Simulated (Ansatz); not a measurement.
**CH₇GaN₂: one species, many methods**

How much do the methods differ for CH₇GaN₂? The plan is to run it at one geometry with functionals of several rungs and with coupled cluster. The yardstick is the atomisation energy at the CCSD(T) limit.

The runs use Ansatz 0.2.0, Gaussian basis; functionals in def2-TZVPP, the program's frozen cores in correlated methods.

Plan: LDA (SPW92), PBE-D4, revPBE-D4, BLYP-D4, r2SCAN-D4, B97M-V, PBE0-D4, B3LYP-D4, r2SCANh-D4, r2SCAN0-D4, HSE06-D4, BHLYP-D4, CAM-B3LYP-D4, LC-ωPBE, ωB97X-V, ωB97M-V, B2PLYP, PBE-QIDH; CCSD(T)/def2-SVP; CCSD(T)/def2-TZVPP; MP2/def2-QZVPP; extrapolation to the limit.

## 1. The geometry

All runs share one geometry, relaxed beforehand with PBE0-D4 in a triple-zeta def2 set.

SMILES `[CH3][Ga]([NH2])[NH2]`, 11 atoms, charge 0, spin multiplicity 1.

Atoms are counted from 1 here; the program's logs count them from 0.

Bond lengths: C1–Ga2 1.957 Å, C1–H5 1.091 Å, C1–H6 1.092 Å, C1–H7 1.092 Å, Ga2–N3 1.823 Å, Ga2–N4 1.822 Å, N3–H8 1.005 Å, N3–H9 1.005 Å, N4–H10 1.005 Å, N4–H11 1.005 Å. Angles: Ga2–C1–H5 111.3°, Ga2–C1–H6 110.5°, Ga2–C1–H7 110.7°, H5–C1–H6 108.1°, H5–C1–H7 108.5°, H6–C1–H7 107.7°, C1–Ga2–N3 122.0°, C1–Ga2–N4 122.2°, N3–Ga2–N4 115.8°, Ga2–N3–H8 123.8°, Ga2–N3–H9 122.8°, H8–N3–H9 111.4°, Ga2–N4–H10 122.9°, Ga2–N4–H11 124.1°, H10–N4–H11 111.5°.

## 2. LDA

This LDA is Slater exchange with PW92 correlation.

Input file in.yaml:

```yaml
crystal:
  periodic: [false, false, false]
  atoms:
    - {symbol: C, position_ang: [-0.606354, 1.659142, 0.052941]}
    - {symbol: Ga, position_ang: [0.065325, -0.178067, -0.007436]}
    - {symbol: N, position_ang: [0.086438, -1.247696, 1.468898]}
    - {symbol: N, position_ang: [0.708390, -0.928239, -1.538469]}
    - {symbol: H, position_ang: [-0.742607, 2.064795, -0.950498]}
    - {symbol: H, position_ang: [0.093961, 2.304243, 0.588201]}
    - {symbol: H, position_ang: [-1.563569, 1.702138, 0.576164]}
    - {symbol: H, position_ang: [0.531920, -2.148513, 1.500137]}
    - {symbol: H, position_ang: [-0.110154, -0.903570, 2.392593]}
    - {symbol: H, position_ang: [0.628034, -0.487200, -2.437951]}
    - {symbol: H, position_ang: [0.974115, -1.894032, -1.623879]}
basis:
  gaussian: {orbitals: def2-TZVPP}
hamiltonian: {xc: lda}
output: {orbitals: {seedname: orbitals}}
```

Started as:

```bash
> ansatz run in.yaml --threads 2 --pin off --events-out ev --progress --plain --max-ram 32768MiB --backend cpu
```

After this run come: PBE-D4 (GGA); revPBE-D4 (GGA); BLYP-D4 (GGA); r2SCAN-D4 (meta-GGA); B97M-V (meta-GGA); B3LYP-D4 (hybrid); r2SCANh-D4 (hybrid); r2SCAN0-D4 (hybrid); HSE06-D4 (hybrid); BHLYP-D4 (hybrid); CAM-B3LYP-D4 (range-separated); LC-ωPBE (range-separated); ωB97X-V (range-separated); ωB97M-V (range-separated); B2PLYP (double hybrid); PBE-QIDH (double hybrid); CCSD(T) in def2-SVP; CCSD(T) in def2-TZVPP; MP2 in def2-QZVPP.

**Question.** What will the summary of the whole plan be? Wanted: atomisation energy, CCSD(T)/CBS; farthest beyond LDA; mean size of error, GGA; mean size of error, meta-GGA; mean size of error, hybrid; mean size of error, range-separated; mean size of error, double hybrid; gap, smallest and largest; T1 diagnostic.

The runs gave:

| quantity | value |
| --- | --- |
| atomisation energy, CCSD(T)/CBS | 3745.5 kJ/mol |
| functionals within 37.5 kJ/mol (1.0 %) | PBE-D4, BLYP-D4, r2SCAN-D4, B97M-V, PBE0-D4, B3LYP-D4, HSE06-D4, CAM-B3LYP-D4, LC-ωPBE, ωB97X-V, ωB97M-V |
| farthest beyond LDA | BHLYP-D4 (-126.7 kJ/mol) |
| mean size of error, GGA | 40.6 kJ/mol |
| mean size of error, meta-GGA | 34.9 kJ/mol |
| mean size of error, hybrid | 59.0 kJ/mol |
| mean size of error, range-separated | 11.0 kJ/mol |
| mean size of error, double hybrid | 55.1 kJ/mol |
| gap, smallest and largest | 4.65 eV (BLYP-D4), 12.02 eV (LC-ωPBE) |
| T1 diagnostic | 0.0119 |
| triples share of the correlation energy | 3.8 % |

The LDA atomisation energy is off by 505.2 kJ/mol (13 %): it overbinds. PBE-D4 misses by +33.2 kJ/mol. Double hybrids carry the basis error of their MP2 part in triple zeta, and no dispersion term here, so their miss is partly the set-up's. The rungs range-separated, meta-GGA miss on average by less than the doubt on the reference (37.5 kJ/mol), so they tie. Misses under about 37.5 kJ/mol are within the doubt on the reference itself, which lacks core-valence correlation, relativity and higher excitations, and its outer-core shells are covered unevenly. Hartree-Fock recovers 69 % of the binding; the rest is correlation. CCSD(T) in def2-SVP is off by -269.9 kJ/mol, so the small basis spoils what the method gains. The gap grows from 4.6 to 12.0 eV across the functionals, mostly with the share of exact exchange. Correlated methods include outer-core shells of Ga, which these sets cover unevenly.
